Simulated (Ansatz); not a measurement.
This script for vertical spin-state energies of CH5B2FO, SMILES BOC(B)F with the Python package of Ansatz (0.2.0) holds a mistake.

Contents of `ch5b2fo.xyz`:
```text
10

B    -1.12140    1.30790    0.75390
O    -0.29600    0.17450    0.87680
C     0.21190   -0.14370   -0.39900
B     1.08090   -1.52250   -0.27230
F     1.15550    0.81400   -0.80880
H    -0.72970    2.45570    0.88360
H    -2.29440    1.21100    0.52310
H    -0.50910   -0.25760   -1.16690
H     0.42010   -2.48840    0.09230
H     2.16520   -1.60200   -0.47970
```

The script, `ch5b2fo_spin.py`:
```python
"""Vertical spin-state energies of CH5B2FO."""

import ansatz as az

molecule = az.Crystal.molecule_from_extxyz("ch5b2fo.xyz")

calc = (
    molecule.calculation()
    .basis("cc-pVDZ")
    .functional("PBE0", dispersion="d3bj")
)
found = {}
for unpaired in [0, 2]:
    r = calc.spin("collinear", total=unpaired).run(threads=1, backend="cpu").report
    s = unpaired / 2
    found[unpaired] = r["free_energy_ev"]
    print(f"2S+1 = {unpaired + 1}: E = {found[unpaired]:.5f} eV, <S^2> = {abs(r['mean_field']['state']['spin_squared']):.3f} (pure state {s * (s + 1):.2f})")
lowest = min(found, key=found.get)
for unpaired, e in found.items():
    print(f"multiplicity {unpaired + 1}: {23.060548 * (e - found[lowest]):.1f} kcal/mol above the lowest")
```

`python ch5b2fo_spin.py` gives:
```text
Traceback (most recent call last):
  File "ch5b2fo_spin.py", line 9, in <module>
    .basis("cc-pVDZ")
     ~~~~~^^^^^^^^^^^
  ...
ansatz.errors.InputError: .basis: cutoff (an energy: a number in eV, or e.g. 30 * az.Ry) is a number, got 'cc-pVDZ'
```
(Library frames cut from the traceback.)

What is wrong, and how is it mended?

The fault: the basis name must go under gaussian=. The correction:

```diff
--- before
+++ after
@@ -8,3 +8,3 @@
     molecule.calculation()
-    .basis("cc-pVDZ")
+    .basis(gaussian="cc-pVDZ")
     .functional("PBE0", dispersion="d3bj")
```

The mended script runs so:

Output of `python ch5b2fo_spin.py`:
```text
2S+1 = 1: E = -7225.63274 eV, <S^2> = 0.000 (pure state 0.00)
2S+1 = 3: E = -7221.44257 eV, <S^2> = 2.006 (pure state 2.00)
multiplicity 1: 0.0 kcal/mol above the lowest
multiplicity 3: 96.6 kcal/mol above the lowest
```

Total energies depend on the basis set; only differences at equal settings carry meaning. The geometry is a force-field or estimated start, not a minimum of this method, and the basis set is short of its limit. All parts are taken at fixed geometry, without zero-point energy. The whole script took 13 s on 1 thread of Arm Neoverse V1, with other jobs on the host, peak memory 0.29 GiB.
